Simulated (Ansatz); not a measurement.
# CH2Cl2FSi radical: how energies converge with the basis set

The task here is to estimate one member of a computed series from the others.

The runs use Ansatz 0.2.0, Gaussian basis; one geometry, several basis sets.

Levels to be run: PBE0-D4/def2-SVP; ωB97M-V/def2-SVP; PBE0-D4/def2-QZVPP; ωB97M-V/def2-QZVPP; the functionals' def2-TZVPP values are taken from earlier runs.

### The geometry

An earlier PBE0-D4 in a triple-zeta def2 set relaxation fixed the geometry.

SMILES `[CH2][Si](F)(Cl)Cl`, 7 atoms, charge 0, spin multiplicity 2.

Atoms are counted from 1 here; the program's logs count them from 0.

Bond lengths: C1–Si2 1.813 Å, C1–H6 1.085 Å, C1–H7 1.084 Å, Si2–F3 1.583 Å, Si2–Cl4 2.032 Å, Si2–Cl5 2.032 Å. Angles: Si2–C1–H6 121.8°, Si2–C1–H7 122.0°, H6–C1–H7 116.2°, C1–Si2–F3 109.6°, C1–Si2–Cl4 111.6°, C1–Si2–Cl5 111.7°, F3–Si2–Cl4 107.7°, F3–Si2–Cl5 107.6°, Cl4–Si2–Cl5 108.4°.

The first run:

in.yaml reads:

```yaml
crystal:
  periodic: [false, false, false]
  atoms:
    - {symbol: C, position_ang: [-0.249865, 0.759640, 0.827751]}
    - {symbol: Si, position_ang: [0.208934, -0.467773, -0.425930]}
    - {symbol: F, position_ang: [1.413065, -1.346777, 0.107327]}
    - {symbol: Cl, position_ang: [-1.333539, -1.722094, -0.846746]}
    - {symbol: Cl, position_ang: [0.808671, 0.413859, -2.156080]}
    - {symbol: H, position_ang: [0.278988, 0.836932, 1.771446]}
    - {symbol: H, position_ang: [-1.065055, 1.458115, 0.676629]}
basis:
  gaussian: {orbitals: def2-SVP}
magnetization: {spin_polarized: true, initial_magnetization: 1}
hamiltonian: {xc: pbe0, dispersion: d4}
output: {orbitals: {seedname: orbitals}}
```

Steps of the session up to this table: PBE0-D4 in def2-SVP; ωB97M-V in def2-SVP; PBE0-D4 in def2-QZVPP; ωB97M-V in def2-QZVPP.

One of the session's tables, all rows but one given; the rest of the session is left out.

It belongs to the step «Functionals by basis». 

| functional | basis | HOMO (eV) | LUMO (eV) |
| --- | --- | --- | --- |
| PBE0-D4 | def2-SVP | -7.87 | -3.03 |
| PBE0-D4 | def2-TZVPP | -7.90 | -3.16 |
| PBE0-D4 | def2-QZVPP | -7.93 | -3.19 |
| ωB97M-V | def2-SVP | -9.87 | -1.02 |
| ωB97M-V | def2-TZVPP | ? | ? |
| ωB97M-V | def2-QZVPP | -9.95 | -1.34 |

**Question.** Estimate the row for ωB97M-V, def2-TZVPP.

As computed: HOMO (eV): -9.92; LUMO (eV): -1.27. In the column «HOMO (eV)» it lies between ωB97M-V, def2-QZVPP (-9.95) and ωB97M-V, def2-SVP (-9.87).
